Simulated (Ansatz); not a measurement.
# Ni (Im-3m): scan of the energy under strain

What does a strain cost in Ni (Im-3m)? The task is a scan of the energy under strain, for Ni (Im-3m).

All numbers are computed with Ansatz 0.2.0, driven from Python. Level of theory: DFT LDA, plane waves, PAW.

## (1) The structure

Symmetry: Im-3m, No. 229, cubic system. Conventional cell: a = 2.767 Å, b = 2.767 Å, c = 2.767 Å, α = 90.00°, β = 90.00°, γ = 90.00°. Ni (site symmetry m-3m) is surrounded by 8 Ni at 2.40 Å.

The script holds or builds the structure itself.

## (2) The script

strain_ni.py

```python
'''A shear strain scan of Ni.'''

import ansatz as az
import matplotlib.pyplot as plt
import numpy as np

VECTORS = np.array([
    [-1.383715, 1.383715, 1.383715],
    [1.383715, -1.383715, 1.383715],
    [1.383715, 1.383715, -1.383715],
])
SITES = [
    ('Ni', (0.0, 0.0, 0.0), 1.0),
]


def on_lattice(cell):
    crystal = az.Crystal(lattice=az.Lattice.of(cell))
    for symbol, position, moment in SITES:
        crystal = crystal.atom(symbol, position, moment=moment or None)
    return crystal

# clamped ions: the fractional positions stay as typed
values = np.linspace(-0.01, 0.01, 7)
energies = []
for d in values:
    strain = np.array([[0, d / 2, 0], [d / 2, 0, 0], [0, 0, 0]])
    cell = VECTORS @ (np.eye(3) + strain)
    calculation = (
        on_lattice(cell).calculation()
        .spin('collinear')
        .occupations('fermi_dirac', width=0.05)
        .scf(tolerance=1e-09)
        .basis(470)
        .functional(az.Functional.LDA)
        .pseudopotentials('paw')
        .kpoints(17, 17, 17)
        .stress()
    )
    rep = calculation.run(threads=1, pin='off').report
    energies.append(rep['free_energy_ev'] / len(SITES))
    s = rep['stress_gpa']
    print(f'd = {d:+.4f}  stress xx yy zz xy (GPa, compression positive): {s[0][0]:8.3f} {s[1][1]:8.3f} {s[2][2]:8.3f} {s[0][1]:8.3f}')
energies = np.array(energies)

for value, e in zip(values, energies):
    print(f'strain {value:7.3f}   E - Emin = {1000 * (e - energies.min()):9.3f} meV/atom')
plt.figure(figsize=(4.5, 3))
plt.plot(values, 1000 * (energies - energies.min()), 'o-')
plt.xlabel('strain')
plt.ylabel('meV/atom')
plt.tight_layout()
plt.savefig('strain.png', dpi=100)
curvature = 2 * np.polyfit(values, energies, 3)[1]
volume = abs(np.linalg.det(VECTORS)) / len(SITES)
print(f'd2E/dd2 over the volume: {curvature / volume * 160.21766:.1f} GPa')
```

## (3) The calls as engine input

The engine receives this input (first run):

```yaml
crystal:
  lattice:
    - [-1.390633575, 1.390633575, 1.383715]
    - [1.390633575, -1.390633575, 1.383715]
    - [1.376796425, 1.376796425, -1.383715]
  atoms:
    - { symbol: Ni, position: [0.0, 0.0, 0.0], spin: 1.0 }
basis:
  ecutwfc: 470.0
kpoints:
  mp_grid:
    grid: [17, 17, 17]
hamiltonian:
  xc: lda
  pseudopotentials:
    kind: paw
magnetization:
  spin_polarized: true
scf:
  convergence:
    dr2_threshold: 1.0e-09
  occupations:
    method: fermi_dirac
    width: 0.05
output:
  stress: true
```

## (4) The run

On the command line:

```console
$ python strain_ni.py
```

**Question.** How much energy does this shear strain cost, and what curvature follows?

**Answer**, as computed:

```
                  quantity          value
curvature under the strain      145.1 GPa
             runs compared              7
           range of energy  0.48 meV/atom
      lowest point, strain          0.000
```

**Reading.** Against the unstrained cell the energy per atom changes by +0.48 meV at one end of the scan and +0.48 meV at the other, and its second derivative over the volume is 145.1 GPa. What to keep in mind:
- The magnetic order follows from the starting moments and needn't be the lowest.
- The curvature belongs to this strain pattern and to the cell's stress; it equals a single elastic constant only for simple patterns.
- In a metal a curvature from energy changes of a few meV or less hangs on mesh and smearing, in size and even in sign.
- At these settings the cell as given stands under about -11 GPa, so it isn't at this functional's equilibrium volume.
- This isn't the structure that Ni takes at ambient conditions.
- The ions keep their fractional positions (clamped ions). Whether this is the phase that is stable at ambient conditions was not tested.
